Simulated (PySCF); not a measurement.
# C6H4Cl3: the cost of one run

Programs: PySCF 2.14.0, with routines of our own; each step states its level. All values are computed. Atoms count from 0.

### Step 1. The system as given

13 atoms, charge 0, multiplicity 2; geometry from: GFN2-xTB.

### Step 2. Open-shell or spin-flip excitations: unrestricted TDDFT wB97X-D/def2-SVP

The job: settings as JSON, then the geometry in Å.

```
{"job": {"kind": "uabs", "xc": "wB97X-D", "basis": "def2-SVP", "nstates": 10, "tda": false}, "charge": 0, "multiplicity": 2}
Cl     1.661220    -2.230386     1.034697
C      1.707594    -0.764647    -0.003112
Cl     2.078746    -1.302966    -1.676054
Cl     3.023511     0.273072     0.553883
C      0.399666    -0.099200     0.024068
C     -0.838362    -0.773520    -0.395105
C     -1.865071     0.112550    -0.246384
C     -1.328838     1.321707     0.249219
C      0.075493     1.171496     0.410841
H     -0.880143    -1.785059    -0.749321
H     -2.900512    -0.063863    -0.463361
H     -1.883231     2.215365     0.470459
H      0.745539     1.925938     0.772441
```

Method: unrestricted TDDFT wB97X-D/def2-SVP, vertical, gas phase, core orbitals frozen in the response.

Run with:

```console
> OMP_NUM_THREADS=1 python excited_run.py task.json out
```

This one command runs all jobs of the session in turn.

**Question.** How long does this first job take on 1 thread of Intel Xeon Platinum 8488C, shared host, and how much memory does it need?

About 99 s, with a peak of 0.64 GiB.
